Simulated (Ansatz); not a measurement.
# BN (NiAs type): maximally localised Wannier functions

Aim: build maximally localised Wannier functions for BN (NiAs type) from several sets of trial orbitals, and check spreads and centres. Plan: PBE, anion s p, 9×9×4; PBE, anion s p, 6×6×4; PBE, anion s p, 12×12×6; PBE, anion p, 9×9×4; PBE, all s p, disentangled, 9×9×4; r2SCAN, anion s p, 9×9×4; r2SCAN, all s p, disentangled, 9×9×4; HSE06, anion s p, 9×9×4; HSE06, all s p, disentangled, 9×9×4 (level, trial orbitals, Wannier mesh).

Computed with Ansatz 0.2.0 (plane waves, PAW, unless a step's input says otherwise).

2 further runs of the same task are left out: 2 that didn't finish.

### Step 1. Starting point

Symmetry: P6_3/mmc, No. 194, hexagonal system. Conventional cell: a = 2.491 Å, b = 2.491 Å, c = 4.001 Å, α = 90.00°, β = 90.00°, γ = 120.00°. B (site symmetry -3m) has 6 N at 1.75 Å and 2 B at 2.00 Å as nearest neighbours. Around N (site symmetry -6m2) lie 6 B at 1.75 Å.

Coordinates:

```
CELL_PARAMETERS angstrom
2.49134 0.00000 0.00000
-1.24567 2.15756 0.00000
0.00000 0.00000 4.00106
ATOMIC_POSITIONS crystal
B 0.00000 0.00000 0.00000
B 0.00000 0.00000 0.50000
N 0.33333 0.66667 0.25000
N 0.66667 0.33333 0.75000
```

Cell and atoms come from an earlier r2SCAN relaxation.

### Step 2. PBE, anion s p, 9×9×4

File input.yaml:

```yaml
crystal:
  lattice:
    - [2.4913353474, 0.0, 0.0]
    - [-1.2456676737, 2.1575597002, 0.0]
    - [0.0, 0.0, 4.0010591824]
  atoms:
    - { symbol: B, position: [0.0, 0.0, 0.0] }
    - { symbol: B, position: [0.0, 0.0, 0.5] }
    - { symbol: "N", position: [0.3333333333, 0.6666666667, 0.25] }
    - { symbol: "N", position: [0.6666666667, 0.3333333333, 0.75] }
kpoints:
  mp_grid: { grid: [9, 9, 6] }
  band_path:
    path:
      - [[0.0, 0.0, 0.0], [0.5, 1.463195536257e-17, 0.0], [0.3333333333333, 0.3333333333333, 0.0], [0.0, 0.0, 0.0], [0.0, 0.0, 0.5], [0.5, 1.463195536257e-17, 0.5], [0.3333333333333, 0.3333333333333, 0.5], [0.0, 0.0, 0.5]]
      - [[0.5, 1.463195536257e-17, 0.5], [0.5, 1.463195536257e-17, 0.0]]
      - [[0.3333333333333, 0.3333333333333, 0.5], [0.3333333333333, 0.3333333333333, 0.0]]
    npoints: 10
hamiltonian:
  xc: pbe
scf:
  occupations: { method: fixed }
  n_extra_bands: 6
output:
  forces: false
  stress: false
  eigenvalues: true
  wannier:
    kmesh: [9, 9, 4]
    projections: [{ species: "N", l: s }, { species: "N", l: p }]
    minimise: true
    write_hr: true
    conv_tol: 1.0e-08
    max_iter: 3000
```

Command:

```console
$ ansatz run input.yaml --threads 4 --pin off --max-ram 3686MiB --backend cpu --events-out ev --progress --plain --runs-dir out
```

After this run come: PBE, anion s p, 6×6×4; PBE, anion s p, 12×12×6; PBE, anion p, 9×9×4; PBE, all s p, disentangled, 9×9×4; r2SCAN, anion s p, 9×9×4; r2SCAN, all s p, disentangled, 9×9×4; HSE06, anion s p, 9×9×4; HSE06, all s p, disentangled, 9×9×4.

Q: Predict the results of all the runs planned. Wanted: total spread, PBE, anion s p, 9×9×4; total spread, PBE, anion s p, 6×6×4; total spread, PBE, anion s p, 12×12×6; total spread, PBE, anion p, 9×9×4; total spread, PBE, all s p, disentangled, 9×9×4; total spread, r2SCAN, anion s p, 9×9×4; total spread, r2SCAN, all s p, disentangled, 9×9×4; total spread, HSE06, anion s p, 9×9×4; total spread, HSE06, all s p, disentangled, 9×9×4.

As calculated:

| quantity | value |
| --- | --- |
| total spread, PBE, anion s p, 9×9×4 | 7.41 Å² over 8 functions |
| total spread, PBE, anion s p, 6×6×4 | 7.19 Å² over 8 functions |
| total spread, PBE, anion s p, 12×12×6 | 7.60 Å² over 8 functions |
| total spread, PBE, anion p, 9×9×4 | 9.34 Å² over 6 functions |
| total spread, PBE, all s p, disentangled, 9×9×4 | 10.34 Å² over 16 functions |
| total spread, r2SCAN, anion s p, 9×9×4 | 7.26 Å² over 8 functions |
| total spread, r2SCAN, all s p, disentangled, 9×9×4 | 11.74 Å² over 16 functions |
| total spread, HSE06, anion s p, 9×9×4 | 7.17 Å² over 8 functions |
| total spread, HSE06, all s p, disentangled, 9×9×4 | 12.00 Å² over 16 functions |
| centres of the first set | 0.37 to 0.53 Å from the nearest atom |

**Reading.** With PBE, anion s p, 9×9×4 the 8 functions move off the atoms, with a mean spread of 0.93 Å²; 85 % of the total is gauge invariant. The total spread goes from 7.19 Å² on 6×6×4 to 7.60 Å² on 12×12×6: finite differences in k understate it on coarse meshes. On one set and mesh the functional gives 7.41 (PBE), 7.26 (r2SCAN), 7.17 (HSE06) Å².
